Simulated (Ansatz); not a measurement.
# Fe5Co: the cost of one run

Method: DFT PBE, scalar-relativistic, plane waves, PAW, in Ansatz 0.2.0.

### Step 1. Starting point

The cell holds 24 atoms (Co4Fe20): a = 6.589 Å, b = 6.467 Å, c = 6.520 Å, α = 91.41°, β = 87.97°, γ = 93.67°.

It is the last frame of an earlier stage of the same melt, run at 2620 K.

The coordinates stand in the first input below.

### Step 2. Stage at 1880 K

One k point, a Fermi-Dirac width of 0.162 eV and a fixed cell.

Contents of input.yaml:

```yaml
crystal:
  lattice:
    - [6.585049, -0.208125, 0.114848]
    - [-0.208125, 6.463404, -0.078052]
    - [0.114848, -0.078052, 6.518422]
  atoms:
    - { symbol: Fe, position: [0.0662035702, 0.1860725964, 0.315714126] }
    - { symbol: Fe, position: [0.8223651751, 0.8216392876, 0.2083145923] }
    - { symbol: Fe, position: [0.4790664424, 0.2894802681, 0.5033672329] }
    - { symbol: Fe, position: [0.6929771047, 0.9310294829, 0.5055103841] }
    - { symbol: Fe, position: [0.4481112287, 0.4744387084, 0.7978243317] }
    - { symbol: Fe, position: [0.5179500913, 0.8391035875, 0.9879540816] }
    - { symbol: Fe, position: [0.2051872182, 0.0054888825, 0.0406453304] }
    - { symbol: Fe, position: [0.3889114623, 0.3121056845, 0.117287417] }
    - { symbol: Fe, position: [0.7008569413, 0.0970443275, 0.1768873912] }
    - { symbol: Fe, position: [0.8850958204, 0.0234057183, 0.8449347596] }
    - { symbol: Fe, position: [0.4888475888, 0.6343511217, 0.3335537956] }
    - { symbol: Fe, position: [0.3401776041, 0.9816121602, 0.3227177469] }
    - { symbol: Fe, position: [0.1962619527, 0.6200254511, 0.1829075437] }
    - { symbol: Fe, position: [0.1341396328, 0.5049322098, 0.5221047946] }
    - { symbol: Fe, position: [0.534325243, 0.12695783, 0.8342341666] }
    - { symbol: Fe, position: [0.0827956266, 0.647514116, 0.8316842771] }
    - { symbol: Fe, position: [0.1601254232, 0.1982337308, 0.6697010201] }
    - { symbol: Fe, position: [0.7096047388, 0.6511069461, 0.6444566918] }
    - { symbol: Fe, position: [0.8483241007, 0.4707349418, 0.3684762412] }
    - { symbol: Fe, position: [0.0965488153, 0.3491395152, 0.9912548356] }
    - { symbol: Co, position: [0.3784750949, 0.8343599237, 0.6417284827] }
    - { symbol: Co, position: [0.8274064318, 0.2916916079, 0.6838155435] }
    - { symbol: Co, position: [0.0102966213, 0.8562355131, 0.4986180004] }
    - { symbol: Co, position: [0.7616893652, 0.5653835245, 0.9803185528] }
  symmetry: { detect: false }
basis:
  ecutwfc: 420
  xc_grid: 1
kpoints:
  mp_grid: { grid: [1, 1, 1], shift: [0.25, 0.25, 0.25] }
hamiltonian:
  xc: pbe
scf:
  occupations: { method: fermi_dirac, width: 0.162 }
  lower_state_search: "off"
  convergence: { dr2_threshold: 1.0e-05 }
output:
  forces: true
  stress: true
md:
  timestep: 3.0
  n_steps: 53
  ensemble: nvt_langevin
  friction: 0.005
  temperature: 1880.0
  initial_velocities: maxwell_boltzmann
  seed: 20716
```

On the command line:

```
ansatz run input.yaml --threads 2 --pin off --max-ram 5120MiB --backend cpu --events-out ev --progress --plain --runs-dir out
```

Q: Estimate wall time and peak memory on 2 threads of Intel Xeon at 2.50GHz (Skylake/Cascade Lake), shared host.

About 7 min, with a peak of 0.72 GiB.
